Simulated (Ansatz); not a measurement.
# Br₂FHSi, SMILES F[SiH](Br)Br: a rigid scan of one bond length

Program: Ansatz's Python interface.

At the Python prompt:
```pycon
>>> import ansatz as az
>>> import numpy as np
>>> config = {
...     'basis': 'def2-SVP',
...     'functional': 'B3LYP',
... }
>>> geometry_ang = [
...     ('F', (-0.7, 0.1236, 1.5047)),
...     ('Si', (-0.0197, 0.1305, 0.067)),
...     ('Br', (1.6812, -1.2382, 0.1572)),
...     ('Br', (-1.3617, -0.5815, -1.4675)),
...     ('H', (0.45, 1.4919, -0.3027)),
... ]
>>> mol = az.Crystal.molecule()
>>> for symbol, xyz in geometry_ang:
...     mol = mol.atom(symbol, xyz)
...
>>> symbols = [site.symbol for site in mol.cartesian_sites]
>>> start = np.array([site.position_ang for site in mol.cartesian_sites])
>>> axis = (start[4] - start[1]) / np.linalg.norm(start[4] - start[1])
>>> moving = [4]
>>> lengths, energies = [1.308, 1.368, 1.427, 1.487, 1.546, 1.606, 1.665, 1.754], []
>>> for length in lengths:
...     xyz = start.copy()
...     xyz[moving] += (length - np.linalg.norm(start[4] - start[1])) * axis
...     point = az.Crystal.molecule()
...     for symbol, xyz in zip(symbols, xyz):
...         point = point.atom(symbol, xyz.tolist())
...     job = point.calculation().basis(gaussian=config['basis']).functional(config['functional'])
...     r = job.run().report
...     energies.append(r['free_energy_ev'])
...     print(f'r = {length:6.3f} A  E = {energies[-1]:.5f} eV  <S^2> = {abs(r["mean_field"]["state"]["spin_squared"]):.3f}')
...
r =  1.308 A  E = -150687.35615 eV  <S^2> = 0.000
r =  1.368 A  E = -150687.56939 eV  <S^2> = 0.000
r =  1.427 A  E = -150687.67310 eV  <S^2> = 0.000
r =  1.487 A  E = -150687.69468 eV  <S^2> = 0.000
r =  1.546 A  E = -150687.65231 eV  <S^2> = 0.000
r =  1.606 A  E = -150687.56008 eV  <S^2> = 0.000
r =  1.665 A  E = -150687.43314 eV  <S^2> = 0.000
r =  1.754 A  E = -150687.19404 eV  <S^2> = 0.000
>>> fit = np.polynomial.Polynomial.fit(lengths, np.array(energies) - min(energies), 4).convert()
>>> roots = [r.real for r in fit.deriv().roots() if abs(r.imag) < 1e-9 and fit.deriv(2)(r.real) > 0]
>>> r_e = min(roots, key=lambda r: abs(r - lengths[int(np.argmin(energies))]))
>>> print(f'minimum of the fit at {r_e:.4f} A, force constant {fit.deriv(2)(r_e):.2f} eV/A^2')
minimum of the fit at 1.4744 A, force constant 19.16 eV/A^2
```

What to keep in mind:
- Total energies depend on the basis set; only differences at equal settings carry meaning.
- The rest of the molecule is held rigid at a force-field or estimated start geometry, and the basis set is modest; single-reference methods fail as a bond breaks.
- b3lyp holds the VWN-RPA fit, as in Gaussian; the form of ORCA and Turbomole is b3lyp5.
- The orbitals are restricted, so S² is zero by construction.
- It ran for 17 s on 1 thread of Intel(R) Xeon(R) 6975P-C (Granite Rapids), with other jobs on the host, peak memory 0.3 GiB.

(Lines on the test bed's own set-up are left out of the output.)
